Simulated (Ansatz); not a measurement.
# SrGaGe: squeezing one contact

One table from this session's results is given with a row withheld; the runs are named, their logs left out.

Program: Ansatz 0.2.0. Level of theory: DFT PBEsol, with the methods named in each step. These are calculated values, not measurements.

2 further runs of the same task are left out: 2 that didn't finish.

## The structure to begin with

Symmetry: P-6m2, No. 187, hexagonal system. The conventional cell has a = 4.269 Å, b = 4.269 Å, c = 4.712 Å, α = 90.00°, β = 90.00°, γ = 120.00°. Sr (site symmetry -6m2) is surrounded by 6 Ga at 3.41 Å and 6 Ge at 3.41 Å. Ga (site symmetry -6m2) has 3 Ge at 2.46 Å as nearest neighbours. Around Ge (site symmetry -6m2) lie 3 Ga at 2.46 Å.

As a file:

```xyz
3
Lattice="4.2694 0.0000 0.0000 -2.1347 3.6974 0.0000 0.0000 0.0000 4.7117" Properties=species:S:1:pos:R:3 pbc="T T T"
Sr    0.0000    0.0000    0.0000
Ga    0.0000    2.4649    2.3558
Ge    2.1347    1.2325    2.3558
```

Atoms are numbered in the order of the input: Sr1, Ga2, Ge3.

Set-up of the first run:

File input.yaml:

```yaml
crystal:
  lattice:
    - [4.2694062071, 0.0, 0.0]
    - [-2.1347031036, 3.6974142344, 0.0]
    - [0.0, 0.0, 4.7116895]
  atoms:
    - { symbol: Sr, position: [0.0, 0.0, 0.0] }
    - { symbol: Ga, position: [0.3333333333, 0.6666666667, 0.5] }
    - { symbol: Ge, position: [0.6666666667, 0.3333333333, 0.5] }
kpoints:
  mp_grid: { grid: [8, 8, 7] }
scf:
  occupations: { method: fermi_dirac, width: 0.05 }
hamiltonian:
  xc: pbesol
  pseudopotentials: { kind: paw }
output:
  forces: true
  stress: true
  eigenvalues: true
  efg: { contact_densities: true }
  populations: true
  write_density: true
  write_potential: true
  elf: true
  volumetric_format: npy
```

Started as:

```
ansatz run input.yaml --threads 1 --pin off --max-ram 3072MiB --backend cpu --events-out ev --progress --plain --runs-dir out
```

Steps of the session up to this table: Shortest bond scaled by 1, PAW; Shortest bond scaled by 0.88, PAW; Shortest bond scaled by 0.82, PAW; Shortest bond scaled by 0.76, PAW; Shortest bond scaled by 0.64, PAW; Shortest bond scaled by 0.64, PAW (source ansatz).

One of the session's tables, all rows but one given; the rest of the session is left out.

```
             method  length (Å)  F from the given length (eV/cell)  force along the bond (eV/Å)  pressure (GPa)  largest force (eV/Å)
                PAW       1.578                                  ?                            ?               ?                     ?
                PAW       1.873                              2.649                       12.382           12.72                12.392
                PAW       2.021                              1.249                        7.003            5.80                 7.010
                PAW       2.169                              0.478                        3.676            1.64                 3.683
                PAW       2.465                              0.000                        0.000           -1.03                 0.000
PAW (source ansatz)       1.578                                  –                       38.305           41.05                38.313
```

Q: Estimate the row for PAW, 1.578 from the others.

The run gave: F from the given length (eV/cell): 9.387; force along the bond (eV/Å): 38.175; pressure (GPa): 40.88; largest force (eV/Å): 38.183.

Caveats from the session: Warnings in the runs' records: gradients without spin orbit.
